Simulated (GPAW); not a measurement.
Runs of GPAW 26.7.0 on GeSb4Te7. The structure is trigonal, space group P-3m1 (No. 164). The conventional cell has a = 4.289 Å, b = 4.289 Å, c = 24.638 Å, α = 90.00°, β = 90.00°, γ = 120.00°. Around Te (site symmetry 3m) lie 3 Sb at 3.00 Å. Te (site symmetry -3m) is surrounded by 6 Sb at 3.18 Å. Te (site symmetry 3m) is surrounded by 3 Ge at 3.00 Å and 3 Sb at 3.19 Å. Te (site symmetry 3m) has 3 Sb at 3.01 Å as nearest neighbours. Sb (site symmetry 3m) is surrounded by 6 Te at 3.00 to 3.19 Å. Sb (site symmetry 3m) is surrounded by 6 Te at 3.01 to 3.18 Å. Ge (site symmetry -3m) is surrounded by 6 Te at 3.00 Å. The cell is a database's computed one.

| level | potentials or basis | gap on the mesh (eV) |
| --- | --- | --- |
| LDA | the program's PAW data sets (release 1.2.1) made for this functional, pw | 0.57 |
| RPBE | the program's PAW data sets (release 1.2.1) made for this functional, pw | (a) |
| AM05 | PAW data sets generated in the run's folder for this functional, pw | 0.59 |
| PBEsol | PAW data sets generated in the run's folder for this functional, pw | 0.57 |

Alike in all rows: task dielectric tensor; no spin polarisation; cell as given; k mesh 4 × 4 × 1; cutoff (eV) 500; smearing fermi-dirac 0.001 eV; the mesh is coarse, so values aren't converged.

**Question.** Estimate the missing entries.

**Answer.** (a) 0.62.

Caveats: all runs use coarse meshes; the gap is small at this level, which inflates the dielectric constant; the long-wavelength limit can be off by a per cent or two; spin-orbit coupling is left out, which moves the levels of the heavy elements.

A k mesh can miss the band edges, and the runs leave out spin-orbit coupling on Ge, Sb, Te.

Runs at the PBE level aren't shown here.
